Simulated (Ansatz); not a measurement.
This script for an equation of state with a fit of In3As, space group Pm-3m with the Python package of Ansatz (0.2.0) holds a mistake.

Script `eos.py`:
```python
"""Bulk modulus of In3As from an E(V) curve."""

import warnings

import ansatz
import numpy as np
from scipy.optimize import curve_fit

vectors0 = np.array([
    [4.671681, 0.0, 0.0],
    [0.0, 4.671681, 0.0],
    [0.0, 0.0, 4.671681],
])
sites = [
    ("In", (0.0, 0.5, 0.5)),
    ("In", (0.5, 0.0, 0.5)),
    ("In", (0.5, 0.5, 0.0)),
    ("As", (0.0, 0.0, 0.0)),
]


def on_lattice(cell):
    crystal = ansatz.Crystal(lattice=ansatz.Lattice.of(cell))
    for symbol, position in sites:
        crystal = crystal.atom(symbol, position)
    return crystal

def vinet(v, e0, v0, b0, b1):
    eta = (v / v0) ** (1 / 3)
    return e0 + 2 * b0 * v0 / (b1 - 1) ** 2 * (2 - (5 + 3 * b1 * (eta - 1) - 3 * eta) * np.exp(-1.5 * (b1 - 1) * (eta - 1)))

warnings.simplefilter("ignore", ansatz.DeckWarning)

# scale the volume, keep shape and fractions
volumes, energies, pressures = [], [], []
for scale in np.linspace(0.88, 1.12, 7):
    cell = vectors0 * scale ** (1 / 3)
    job = on_lattice(cell).calculation()
    job = job.functional(ansatz.Functional.R2SCAN)
    job = job.occupations("fixed")
    job = job.scf(max_iterations=200)
    job = job.basis(600)
    job = job.kpoints(4, 4, 4)
    job = job.stress()
    data = job.run(threads=1).report
    volumes.append(abs(np.linalg.det(cell)) / len(sites))
    energies.append(data["free_energy_ev"] / len(sites))
    pressures.append(np.trace(data["stress_gpa"]) / 3)
    print(f"V = {volumes[-1]:8.4f} A^3/atom  F = {energies[-1]:.5f} eV/atom  P = {pressures[-1]:8.3f} GPa")

guess = (min(energies), volumes[int(np.argmin(energies))], 0.5, 4.5)
(e0, v0, b0, b1), _ = curve_fit(vinet, np.array(volumes), np.array(energies), p0=guess, maxfev=20000)
print(f"Vinet fit: V0 = {v0:.4f} A^3/atom, B0 = {160.21766 * b0:.1f} GPa, B1 = {b1:.2f}")
print("largest residual", round(1000 * float(np.abs(vinet(np.array(volumes), e0, v0, b0, b1) - energies).max()), 3), "meV/atom")
```

Running `python eos.py` prints:
```text
RunWarning: iter 1: σ=0 fill of 27 bands saw a band overlap (occupied 12.4757 eV > unoccupied 7.5098 eV) — on an unconverged iterate often a transient of an unconverged empty band; one that stands at [...]
RunWarning: a fill by count may have filled part of one level: at k-index 2 the highest filled band, 11.430439 eV, and the lowest empty band, 11.430439 eV, stand 1.776e-15 eV apart, within the [...]
RunWarning: the bands overlap at the fill by count (27 filled at each k-point of a channel): the highest filled level, 12.578361 eV at k-index 5, stands 5.1384 eV over the lowest empty one, 7.439980 [...]
V =  22.4307 A^3/atom  F = -5424.66458 eV/atom  P =    8.993 GPa
V =  23.4502 A^3/atom  F = -5424.71053 eV/atom  P =    5.585 GPa
V =  24.4698 A^3/atom  F = -5424.73718 eV/atom  P =    2.895 GPa
V =  25.4894 A^3/atom  F = -5424.74856 eV/atom  P =    0.767 GPa
V =  26.5090 A^3/atom  F = -5424.74788 eV/atom  P =   -0.915 GPa
V =  27.5285 A^3/atom  F = -5424.73767 eV/atom  P =   -2.244 GPa
V =  28.5481 A^3/atom  F = -5424.71992 eV/atom  P =   -3.290 GPa
Vinet fit: V0 = 25.9237 A^3/atom, B0 = 43.5 GPa, B1 = 5.01
largest residual 0.013 meV/atom
```
(Warnings from the package without file and line, shortened, repeats left out.)

No error stopped it. What is wrong with the input all the same?

The fault: fixed occupations, though the bands overlap at this level of theory. The correction:

```diff
--- before
+++ after
@@ -39,3 +39,3 @@
     job = job.functional(ansatz.Functional.R2SCAN)
-    job = job.occupations("fixed")
+    job = job.occupations("fermi_dirac", width=0.1)
     job = job.scf(max_iterations=200)
```

With that change:

```console
$ python eos.py
V =  22.4307 A^3/atom  F = -5424.87224 eV/atom  P =    5.532 GPa
V =  23.4502 A^3/atom  F = -5424.89766 eV/atom  P =    2.576 GPa
V =  24.4698 A^3/atom  F = -5424.90642 eV/atom  P =    0.274 GPa
V =  25.4894 A^3/atom  F = -5424.90223 eV/atom  P =   -1.515 GPa
V =  26.5090 A^3/atom  F = -5424.88804 eV/atom  P =   -2.881 GPa
V =  27.5285 A^3/atom  F = -5424.86632 eV/atom  P =   -3.889 GPa
V =  28.5481 A^3/atom  F = -5424.83914 eV/atom  P =   -4.617 GPa
Vinet fit: V0 = 24.6038 A^3/atom, B0 = 47.1 GPa, B1 = 5.39
largest residual 0.07 meV/atom
```

Notes:
- The settings weren't tested for convergence.
- For a metal this k-point mesh is coarse: on a finer one energies can move by several to tens of meV an atom and pressures by half a GPa or more, differences at one mesh by less.
- Pressure is positive in compression.
- The structure comes from a database of computed cells and needn't be a stable or known phase.
- Run time: 37 s on 1 thread of AMD EPYC 7R43 64-Core Processor (Zen 3), with other jobs on the host, peak memory 0.82 GiB.

(Lines on the test bed's own set-up are left out of the output.)
